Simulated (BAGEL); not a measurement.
**UHF/6-31G(d) (density fitting with qzvpp-jkfit, spherical functions) run of GaCl2O (SMILES [O][Ga]([Cl])[Cl])**

What is the vertical ionisation energy of GaCl2O at UHF/6-31G* (density fitting with qzvpp-jkfit, spherical functions)? 

The calculation is run with BAGEL 1.2.2.

2 further runs of the same task are left out: 2 set aside as unsound or not needed.

## 1. The molecule

GaCl2O: 4 atoms, total charge 0, spin state doublet. SMILES: `[O][Ga]([Cl])[Cl]`. The shape is that of a PBE0-D4/def2-TZVP optimisation.

Bond lengths: O1–Ga2 1.794 Å, Ga2–Cl3 2.110 Å, Ga2–Cl4 2.110 Å. Angles: O1–Ga2–Cl3 118.5°, O1–Ga2–Cl4 118.5°, Cl3–Ga2–Cl4 123.0°.

## 2. A single-point energy at UHF/6-31G(d) (density fitting with qzvpp-jkfit, spherical functions)

The input, hf.json:

```json
{ "bagel": [

{
  "title": "molecule",
  "basis": "6-31gs.json",
  "df_basis": "qzvpp-jkfit",
  "angstrom": "true",
  "geometry": [
    { "atom": "O", "xyz": [       0.746300,       1.055700,       1.312100 ] },
    { "atom": "Ga", "xyz": [       0.035800,       0.016900,       0.034200 ] },
    { "atom": "Cl", "xyz": [       0.760400,      -1.952900,      -0.180900 ] },
    { "atom": "Cl", "xyz": [      -1.486800,       0.819800,      -1.185700 ] }
  ]
},

{ "title": "uhf", "nopen": 1 },

{ "title": "print", "file": "orbitals.molden", "orbitals": "true" }

]}
```

The basis set 6-31G* is read from a file made from the Basis Set Exchange's data (not shown).

The run is started by

```sh
$ BAGEL_NUM_THREADS=1 BAGEL hf.json > hf.out
```

Log:

```text
* using 1 threads per process

  ===============================================================
  ===============================================================

  *** Geometry ***

  { "atom" : "O", "xyz" : [      1.410303,      1.994984,      2.479510 ] },
  { "atom" : "Ga", "xyz" : [      0.067652,      0.031936,      0.064629 ] },
  { "atom" : "Cl", "xyz" : [      1.436948,     -3.690446,     -0.341851 ] },
  { "atom" : "Cl", "xyz" : [     -2.809645,      1.549197,     -2.240648 ] },

  Number of auxiliary basis functions:      599

  Since a DF basis is specified, we compute 2- and 3-index integrals:
    o Being stored without compression. Storage requirement is 0.032 GB

  Number of basis functions:       82
  Number of electrons      :       73

    * METHOD: MOLECULE                             0.41

  *** Open-shell HF ***

  === Nuclear Repulsion ===
   421.6329536009

      * DIIS with orbital gradients will be used.

  === UHF iteration (6-31gs.json) ===
      0      -2916.22435447          0.05010516           0.29
      1      -2914.72441516          0.11085275           0.28
      2      -2914.25870030          0.10813831           0.25
      3      -2916.80130552          0.01724674           0.26
      4      -2916.87219488          0.00572358           0.26
      5      -2916.87843738          0.00202426           0.31
      6      -2916.87984921          0.00049237           0.26
      7      -2916.88004095          0.00013206           0.26
      8      -2916.88012812          0.00003272           0.26
      9      -2916.88015434          0.00001487           0.26
     10      -2916.88016556          0.00000731           0.29
     11      -2916.88016900          0.00000367           0.28
     12      -2916.88016965          0.00000123           0.26
     13      -2916.88016975          0.00000043           0.26
     14      -2916.88016977          0.00000017           0.26
     15      -2916.88016978          0.00000008           0.27
     16      -2916.88016978          0.00000005           0.27
     17      -2916.88016978          0.00000003           0.26
     18      -2916.88016978          0.00000002           0.26
     19      -2916.88016978          0.00000001           0.26
     20      -2916.88016978          0.00000001           0.26
    * SCF iteration converged.

    * S^2 (UHF) is 0.7588

    * Permanent dipole moment:
           (    0.079639,     0.116124,     0.143320) a.u.

    * METHOD: UHF                                  5.93

    * METHOD: PRINT                                0.01

  ===============================================================
```

Run time: 6.9 s. Hardware: 1 thread of Intel Xeon Platinum 8488C (Sapphire Rapids), shared host; peak memory 0.16 GiB.

## 3. The singlet cation

The input, input.json:

```json
{ "bagel" : [

{
  "title" : "molecule",
  "basis" : "6-31gs.json",
  "df_basis" : "qzvpp-jkfit",
  "angstrom" : true,
  "geometry" : [
    { "atom" : "O", "xyz" : [    0.746300,    1.055700,    1.312100 ] },
    { "atom" : "Ga", "xyz" : [    0.035800,    0.016900,    0.034200 ] },
    { "atom" : "Cl", "xyz" : [    0.760400,   -1.952900,   -0.180900 ] },
    { "atom" : "Cl", "xyz" : [   -1.486800,    0.819800,   -1.185700 ] }
  ]
},
{
  "title" : "hf",
  "charge" : 1
},
{
  "title" : "print",
  "file" : "orbitals.molden",
  "orbitals" : true
}

]}
```

The basis set 6-31G* is read from a file made from the Basis Set Exchange's data (not shown).

The run is started by

```sh
$ BAGEL_NUM_THREADS=1 BAGEL input.json > input.out
```

Log:

```text
* using 1 threads per process

  ===============================================================
  ===============================================================

  *** Geometry ***

  { "atom" : "O", "xyz" : [      1.410303,      1.994984,      2.479510 ] },
  { "atom" : "Ga", "xyz" : [      0.067652,      0.031936,      0.064629 ] },
  { "atom" : "Cl", "xyz" : [      1.436948,     -3.690446,     -0.341851 ] },
  { "atom" : "Cl", "xyz" : [     -2.809645,      1.549197,     -2.240648 ] },

  Number of auxiliary basis functions:      599

  Since a DF basis is specified, we compute 2- and 3-index integrals:
    o Being stored without compression. Storage requirement is 0.032 GB

  Number of basis functions:       82
  Number of electrons      :       73

    * METHOD: MOLECULE                             0.40

  *** RHF ***

  === Nuclear Repulsion ===
   421.6329536009

      * DIIS with orbital gradients will be used.

  === RHF iteration (6-31gs.json) ===
      0      -2915.59135917          0.02682483           0.13
      1      -2912.11343580          0.07144002           0.12
      2      -2916.06037096          0.02018818           0.13
      3      -2916.24010846          0.01245335           0.13
      4      -2916.34149811          0.00503056           0.12
      5      -2916.36596256          0.00099917           0.12
      6      -2916.36705727          0.00044974           0.12
      7      -2916.36743091          0.00017446           0.12
      8      -2916.36752843          0.00008163           0.14
      9      -2916.36756007          0.00003243           0.14
     10      -2916.36756542          0.00001274           0.15
     11      -2916.36756611          0.00000386           0.17
     12      -2916.36756616          0.00000137           0.13
     13      -2916.36756617          0.00000059           0.13
     14      -2916.36756617          0.00000024           0.13
     15      -2916.36756617          0.00000011           0.13
     16      -2916.36756617          0.00000006           0.13
     17      -2916.36756617          0.00000004           0.13
     18      -2916.36756617          0.00000003           0.12
     19      -2916.36756617          0.00000003           0.13
     20      -2916.36756617          0.00000002           0.13
     21      -2916.36756617          0.00000002           0.14
     22      -2916.36756617          0.00000001           0.13
     23      -2916.36756617          0.00000000           0.14
    * SCF iteration converged.

    * Permanent dipole moment:
           (   -0.706026,    -1.032428,    -1.269648) a.u.

    * METHOD: HF                                   3.42

    * METHOD: PRINT                                0.01

  ===============================================================
```

Run time: 4.2 s. Hardware: 1 thread of Intel Xeon Platinum 8488C (Sapphire Rapids), shared host; peak memory 0.15 GiB.

## 4. What came out

Level: UHF/6-31G* (density fitting with qzvpp-jkfit, spherical functions).

```
                                          quantity           value
                      doublet GaCl2O: total energy  -2916.88017 Eh
                     doublet GaCl2O: dipole moment          0.51 D
                              doublet GaCl2O: ⟨S²⟩           0.759
                      singlet cation: total energy  -2916.36757 Eh
                       singlet cation: HOMO energy       -18.18 eV
                       singlet cation: LUMO energy       -10.92 eV
                     singlet cation: HOMO–LUMO gap         7.26 eV
vertical ionisation energy (to the singlet cation)       13.949 eV
```

What this shows: The vertical ionisation energy comes to 13.95 eV (322 kcal/mol). Only the singlet of the ionised species was computed; a triplet could lie lower.
